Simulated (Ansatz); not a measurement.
Runs of Ansatz 0.2.0 on Ti3S2. The structure is trigonal, space group R32 (No. 155). Conventional cell: a = 5.426 Å, b = 5.426 Å, c = 9.713 Å, α = 90.00°, β = 90.00°, γ = 120.00°. Ti (site symmetry 2) has 4 S at 2.42 to 2.44 Å as nearest neighbours. S (site symmetry 3) has 6 Ti at 2.42 to 2.44 Å as nearest neighbours. The cell comes from a database or a generator and needn't be the stable form of this composition.

| task | level | U | cell | k mesh | cutoff (eV) | hubbard projectors | double counting | points for each segment of the path | mesh quality | gap on the mesh (eV) | pressure (GPa) | relaxed volume (Å³/atom) | largest force (eV/Å) |
| --- | --- | --- | --- | --- | --- | --- | --- | --- | --- | --- | --- | --- | --- |
| relaxation of cell and atoms | r2SCAN | - | relaxed | 6 × 6 × 6 | 500 | - | - | - | not flagged | none | 0.0 | 16.47 | 0.01 |
| projected density of states | PBEsol+U | Ti d U = 8 eV | as given | 6 × 6 × 6 | 420 | ortho-atomic (the default) | fll (the default) | - | not flagged | none | (c) | - | (a) |
| projected density of states | PBEsol+U | Ti d U = 3 eV | as given | 6 × 6 × 6 | 420 | ortho-atomic (the default) | fll (the default) | - | not flagged | none | -1.1 | - | 0.04 |
| relaxation of cell and atoms | LDA | - | relaxed | 6 × 6 × 6 | 420 | - | - | - | not flagged | none | 0.0 | (b) | - |
| band structure | LDA | - | as given | 6 × 6 × 6 | 420 | - | - | 14 | not flagged | none | -7.8 | - | 0.10 |
| band structure | HSE06 | - | as given | 4 × 4 × 4 | 420 | - | - | 4 | coarse | none | - | - | 0.10 |
| projected density of states | PBEsol+U | Ti d U = 1 eV | as given | 6 × 6 × 6 | 420 | ortho-atomic (the default) | fll (the default) | - | not flagged | none | -3.5 | - | 0.04 |
| band structure | PBE | - | as given | 6 × 6 × 6 | 420 | - | - | 14 | not flagged | none | 0.3 | - | 0.03 |

Alike in all rows: potentials or basis Ansatz PAW; no spin polarisation; smearing fermi-dirac 0.05 eV.

Fill in the values left out.

(a) 1.06; (b) 15.55; (c) 27.5.

Caveats: some runs use coarse meshes; the PAW data sets come from PBE, with cores solved anew for the run's functional, which leaves a small shift of forces and pressure (some runs); U without spin polarisation on a metal has little footing (some runs); the density of states is complete only up to the lowest level of the last band computed (some runs); the plane-wave basis is chosen anew once the cell has moved, so the energies of steps on either side of that aren't comparable (some runs); forces of over 1 eV/Å show positions far from the minimum, so gaps and moduli don't describe the material at rest (some runs).

A k mesh can miss the band edges.

A gap of «none» marks a metal or a gap under the smearing width.

Not every run made on this cell is shown here.
